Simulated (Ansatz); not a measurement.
Cu3O2:

```xyz
5
Lattice="-2.0230 2.0230 3.6736 2.0230 -2.0230 3.6736 2.0230 2.0230 -3.6736" Properties=species:S:1:pos:R:3 pbc="T T T"
Cu    0.0000    0.0000    0.0000
Cu    0.0000    2.0230    1.8368
Cu    2.0230    0.0000    1.8368
O     0.0000    2.0230    0.0000
O     2.0230    0.0000    0.0000
```

The cell comes from a database or a generator and needn't be the stable form of this composition.

Base run:

- Program: Ansatz 0.2.0
- Functional: r2SCAN
- Potentials or basis: Ansatz PAW
- Cutoff: 500 eV (not typed: the program's choice for these potentials)
- k mesh: 9 × 9 × 9
- Occupations: fermi-dirac, width 0.05 eV
- Spin: no spin polarisation

Its results: band gap on the k mesh none (metal or under the smearing width); pressure -4.6 GPa.

Task: The run is repeated on the same cell with these changes: functional from r2SCAN to RPBE; cutoff from 500 eV (not typed: the program's choice for these potentials) to 420 eV (not typed: the program's choice for these potentials). What comes out?

Result: Band gap on the k mesh none (metal or under the smearing width); pressure 5.4 GPa.

Caveats: an odd number of electrons without spin polarisation forces a metal; a magnetic or distorted state may lie lower; the run has no spin polarisation, though such a crystal can be magnetic; semilocal functionals often make such compounds metallic where correlation or magnetic order opens a gap, which also shifts bond lengths; the PAW data sets come from PBE, with cores solved anew for the run's functional, which leaves a small shift of forces and pressure; the density of states is complete only up to the lowest level of the last band computed.
